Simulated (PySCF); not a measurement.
# CH11NSi3: the cost of one run

Programs: PySCF 2.14.0, with routines of our own; each step states its level. All values are computed. Atoms count from 0.

## (1) The starting structure

16 atoms, charge 0, multiplicity 1; geometry from: GFN2-xTB.

## (2) Magnetic properties: GIAO wB97X-D/pcSseg-1

The job: settings as JSON, then the geometry in Å.

```
{"job": {"kind": "mag", "xc": "wB97X-D", "basis": "pcSseg-1", "isotopologues": 2}, "charge": 0, "multiplicity": 1}
C     -1.691413     0.760823    -0.655604
Si    -1.619150    -0.063013     1.044467
N     -0.110029    -0.902395     1.183269
Si     1.151847    -1.233983     0.030077
Si     2.091889     0.713613    -0.769574
H     -0.935418     1.533413    -0.757655
H     -2.659452     1.225104    -0.816879
H     -1.535001     0.039131    -1.451522
H     -1.681899     0.938408     2.119313
H     -2.729711    -1.016432     1.196865
H     -0.007658    -1.384084     2.061269
H      0.602735    -2.090404    -1.038209
H      2.092977    -2.078073     0.783657
H      3.558608     0.676481    -0.708656
H      1.698446     1.932081    -0.051735
H      1.765630     0.958274    -2.180494
```

With the program's defaults for keys left out, this is: GIAO wB97X-D/pcSseg-1 magnetisability, rotational g tensor and spin-rotation constants, non-relativistic, gas phase.

Command:

```bash
$ OMP_NUM_THREADS=1 python excited_run.py task.json out
```

This one command runs all jobs of the session in turn.

Q: Estimate the wall time and peak memory of this first job on 1 thread of Arm Neoverse N1, shared host.

About 64 s, with a peak of 0.81 GiB.
